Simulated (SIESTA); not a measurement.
Crystal: MnSn3.

```
Sn Mn
1.0
     6.43926    0.00000    0.00000
    -3.21963    5.57657    0.00000
     0.00000    0.00000    5.46417
Sn Mn
6 2
Direct
  0.34193 0.17097 0.75000
  0.82903 0.17097 0.75000
  0.82903 0.65807 0.75000
  0.65807 0.82903 0.25000
  0.17097 0.82903 0.25000
  0.17097 0.34193 0.25000
  0.66667 0.33333 0.25000
  0.33333 0.66667 0.75000
```

The cell comes from a database or a generator and needn't be the stable form of this composition.

| Quantity | Value |
| --- | --- |
| Program | SIESTA 5.4.2 |
| Task | single point |
| Functional | PBE |
| Potentials or basis | PseudoDojo 0.4 standard (PBE files) |
| Basis | DZP (energy shift 0.003 Ry; two zetas on semicore shells) |
| Grid cutoff | 800 Ry |
| Energy shift | 0.003 Ry |
| k mesh | 5 × 5 × 5 |
| Occupations | fermi-dirac, width 0.05 eV |
| Spin | collinear spin, ferromagnetic start |
| Starting moments | [0.0, 0.0, 0.0, 0.0, 0.0, 0.0, 4.0, 4.0] μB |

On this cell: pressure 0.1 GPa; largest force 0.146 eV/Å; net moment 8.13 μB per cell; site moments Sn -0.12; Mn +4.43 μB; band gap on the k mesh none (metal or under the smearing width).

The same run follows on a disturbed copy (atoms moved at random, drawn with an rms of 0.05 Å):

```xyz
8
Lattice="6.4393 0.0000 0.0000 -3.2196 5.5766 0.0000 0.0000 0.0000 5.4642" Properties=species:S:1:pos:R:3 pbc="T T T"
Sn    1.6856    0.9703    4.0735
Sn    4.7798    0.9832    4.0842
Sn    3.2520    3.6928    4.1158
Sn    1.5644    4.5785    1.3746
Sn   -1.5783    4.5955    1.3350
Sn   -0.0448    1.9033    1.4066
Mn    3.2187    1.8497    1.3533
Mn    0.0352    3.7118    4.0760
```

Task: What changes?

Result: The energy (extrapolated to zero smearing) moves by +0.4 meV/atom; pressure 0.1 GPa; largest force 0.153 eV/Å; net moment 8.11 μB per cell; site moments Sn -0.13, -0.12; Mn +4.42 μB; band gap on the k mesh none (metal or under the smearing width).

Forces on the atoms (eV/Å):
```
Sn   0.027  0.068  0.055
Sn  -0.012 -0.032  0.088
Sn  -0.063 -0.055 -0.060
Sn  -0.131 -0.024 -0.034
Sn   0.108  0.085  0.041
Sn   0.074 -0.001 -0.133
Mn  -0.034 -0.049  0.005
Mn   0.031  0.008  0.037
```

Stress tensor (GPa, compression positive):
```
 0.24 -0.06  0.05
-0.06  0.18 -0.01
 0.05 -0.01 -0.02
```

Caveats: short orbitals over semicore shells can move pressures by several GPa; the basis of atomic orbitals isn't converged, which shifts pressures, moduli and gaps.
